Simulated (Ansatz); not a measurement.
# C₂H₇NSi₂: one species, many methods

One table from this session's results is given with a row withheld; the runs are named, their logs left out.

Computed with Ansatz 0.2.0, Gaussian basis. Level: functionals in def2-TZVPP, the program's frozen cores in correlated methods.

Plan: LDA (SPW92), PBE-D4, revPBE-D4, BLYP-D4, r2SCAN-D4, B97M-V, PBE0-D4, B3LYP-D4, r2SCANh-D4, r2SCAN0-D4, HSE06-D4, BHLYP-D4, CAM-B3LYP-D4, LC-ωPBE, ωB97X-V, ωB97M-V, B2PLYP, PBE-QIDH; CCSD(T)/def2-SVP; CCSD(T)/def2-TZVPP; MP2/def2-QZVPP; extrapolation to the limit; RPA on PBE.

## Structure used throughout

The geometry comes from an earlier relaxation with PBE0-D4 in a triple-zeta def2 set; it is a stationary point, not always the lowest conformer.

SMILES `NC#C[SiH2][SiH3]`, 12 atoms, charge 0, spin multiplicity 1.

Atoms are counted from 1 here; the program's logs count them from 0.

Bond lengths: N1–C2 1.333 Å, N1–H6 1.008 Å, N1–H7 1.008 Å, C2–C3 1.214 Å, C3–Si4 1.804 Å, Si4–Si5 2.341 Å, Si4–H8 1.489 Å, Si4–H9 1.489 Å, Si5–H10 1.488 Å, Si5–H11 1.488 Å, Si5–H12 1.489 Å. Angles: C2–N1–H6 116.5°, C2–N1–H7 116.5°, H6–N1–H7 113.7°, N1–C2–C3 177.5°, C2–C3–Si4 177.2°, C3–Si4–Si5 108.1°, C3–Si4–H8 111.0°, C3–Si4–H9 111.0°, Si5–Si4–H8 109.5°, Si5–Si4–H9 109.6°, H8–Si4–H9 107.5°, Si4–Si5–H10 110.4°, Si4–Si5–H11 110.3°, Si4–Si5–H12 110.6°, H10–Si5–H11 108.5°, H10–Si5–H12 108.5°, H11–Si5–H12 108.4°.

The first run:

File in.yaml:

```yaml
crystal:
  periodic: [false, false, false]
  atoms:
    - {symbol: N, position_ang: [-0.903596, 3.060089, 0.427941]}
    - {symbol: C, position_ang: [-0.780168, 1.733104, 0.463183]}
    - {symbol: C, position_ang: [-0.639491, 0.530111, 0.539472]}
    - {symbol: Si, position_ang: [-0.366459, -1.252352, 0.591646]}
    - {symbol: Si, position_ang: [1.380688, -1.765653, -0.879081]}
    - {symbol: H, position_ang: [-1.783417, 3.438714, 0.742836]}
    - {symbol: H, position_ang: [-0.530462, 3.525830, -0.384666]}
    - {symbol: H, position_ang: [-1.593631, -1.991280, 0.184411]}
    - {symbol: H, position_ang: [-0.010192, -1.697611, 1.967115]}
    - {symbol: H, position_ang: [2.624787, -1.058275, -0.472189]}
    - {symbol: H, position_ang: [1.029670, -1.347504, -2.263465]}
    - {symbol: H, position_ang: [1.649272, -3.230376, -0.883404]}
basis:
  gaussian: {orbitals: def2-TZVPP}
hamiltonian: {xc: lda}
output: {orbitals: {seedname: orbitals}}
```

Steps of the session up to this table: LDA; PBE-D4 (GGA); revPBE-D4 (GGA); BLYP-D4 (GGA); r2SCAN-D4 (meta-GGA); B97M-V (meta-GGA); PBE0-D4 (hybrid); B3LYP-D4 (hybrid); r2SCANh-D4 (hybrid); r2SCAN0-D4 (hybrid); HSE06-D4 (hybrid); BHLYP-D4 (hybrid); CAM-B3LYP-D4 (range-separated); LC-ωPBE (range-separated); ωB97X-V (range-separated); ωB97M-V (range-separated); B2PLYP (double hybrid); PBE-QIDH (double hybrid).

One of the session's tables, all rows but one given; the rest of the session is left out.

It belongs to the step «Orbital energies across the functionals». 

```
  functional  HOMO (eV)  gap (eV)
 LDA (SPW92)      -5.62      4.50
      PBE-D4          ?         ?
   revPBE-D4      -5.42      4.56
     BLYP-D4      -5.32      4.56
   r2SCAN-D4      -5.70      5.02
      B97M-V      -5.79      5.06
     PBE0-D4      -6.66      6.63
    B3LYP-D4      -6.43      6.22
  r2SCANh-D4      -6.15      5.79
  r2SCAN0-D4      -6.82      6.94
    HSE06-D4      -6.26      5.86
    BHLYP-D4      -7.73      8.71
CAM-B3LYP-D4      -7.96      9.03
     LC-ωPBE      -9.31     11.45
     ωB97X-V      -8.94     11.02
     ωB97M-V      -8.84     10.69
```

**Question.** Estimate the row for PBE-D4.

**Answer.** HOMO (eV): -5.47; gap (eV): 4.54. In the column «HOMO (eV)» it lies between LDA (SPW92) (-5.62) and revPBE-D4 (-5.42).
